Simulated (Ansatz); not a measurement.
**MoH+ (quintet): the correlation ladder, def2-QZVPP**

The task here is to estimate one member of a computed series from the others.

Method: def2-QZVPP, core rule «outside noble gas», up to 4 orbitals frozen; program: Ansatz 0.2.0, Gaussian basis.

Plan: UHF; ROHF; CCSD(T) on UHF.

2 further runs of the same task are left out: 2 set aside as unsound or not needed. Runs told in other sessions of the task aren't counted.

## The system

The geometry is a PBE0/def2-TZVP stationary point (not a proven minimum) of the parent state, kept for this charge and spin. No spin-orbit coupling is included. Elements past krypton take def2 core potentials.

2 atoms, charge 1, spin multiplicity 5.

Atoms are counted from 1 here; the program's logs count them from 0.

Bond lengths: Mo1–H2 1.657 Å.

Coordinates:

```csv
atom,x (Å),y (Å),z (Å)
Mo1,0.0000,0.0000,0.0000
H2,0.0000,0.0000,1.6574
```

The first run:

in.yaml reads:

```yaml
crystal:
  periodic: [false, false, false]
  atoms:
    - {symbol: Mo, position_ang: [0.000000, 0.000000, 0.000000]}
    - {symbol: H, position_ang: [0.000000, 0.000000, 1.657400]}
basis:
  gaussian: {orbitals: "def2-QZVPP.json"}
total_charge: 1
magnetization: {spin_polarized: true, initial_magnetization: 4}
hamiltonian: {xc: hf}
output: {orbitals: {seedname: orbitals}}
```

Launch:

```console
$ ansatz run in.yaml --threads 1 --pin off --events-out ev --progress --plain --max-ram 4096MiB --backend cpu
```

Among the steps run: UHF; ROHF; CCSD(T) on UHF.

One table of the session follows, with a row left open; its other results are not shown here.

| method | from UCCSD(T) (meV) |
| --- | --- |
| ROHF | +3342.7 |
| UHF | +3109.8 |
| UMP2 | ? |
| UCCSD | +96.0 |
| UCCSD(T) | 0 |

Q: Estimate the row for UMP2 from the others.

The run gave: from UCCSD(T) (meV): +517.1. In the column «from UCCSD(T) (meV)» it lies between UCCSD (+96.0) and UHF (+3109.8).
